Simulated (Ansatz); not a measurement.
# InRu3: single point with PBE

Crystal: InRu3.

```xyz
8
Lattice="5.6282 0.0000 0.0000 -2.8141 4.8742 0.0000 0.0000 0.0000 4.5330" Properties=species:S:1:pos:R:3 pbc="T T T"
In    0.0000    3.2494    3.3998
In    2.8141    1.6247    1.1333
Ru    4.2332    0.8054    3.3998
Ru    1.3950    0.8054    3.3998
Ru    2.8141    3.2633    3.3998
Ru   -1.4191    4.0688    1.1333
Ru    1.4191    4.0688    1.1333
Ru    0.0000    1.6108    1.1333
```

The cell comes from a database or a generator and needn't be the stable form of this composition.

```yaml
Program: Ansatz 0.2.0
Task: single point
Functional: PBE
Potentials_or_basis: Ansatz PAW
Cutoff: "420 eV (not typed: the program's choice for these potentials)"
k_mesh: 6 × 6 × 6
Occupations: fermi-dirac, width 0.05 eV
Spin: no spin polarisation
```

```
Pressure               : -2.0 GPa
Largest force          : 0.061 eV/Å
Band gap on the k mesh : none (metal or under the smearing width)
```

Forces in eV/Å, atoms in the order of the input:
```
In   0.000  0.000  0.000
In   0.000  0.000  0.000
Ru   0.052 -0.030  0.000
Ru  -0.052 -0.030  0.000
Ru   0.000  0.061  0.000
Ru  -0.052  0.030  0.000
Ru   0.052  0.030  0.000
Ru   0.000 -0.061  0.000
```

Levels at points of the mesh, in eV from the Fermi level:
```csv
k point,band 59,band 60,band 61,band 62,band 63,band 64
"(0.00, 0.00, 0.00)",-0.23,0.11,0.11,0.13,0.13,1.11
"(0.00, 0.00, -0.50)",-0.64,-0.64,0.25,0.25,0.25,0.25
"(0.00, -0.50, 0.00)",-0.54,-0.31,-0.25,-0.21,0.00,0.13
"(0.00, -0.50, -0.50)",-0.76,-0.76,-0.15,-0.15,0.19,0.19
```

Wall time 3.7 s on 4 threads of Arm Neoverse V1, on a shared host, peak memory 0.62 GiB.
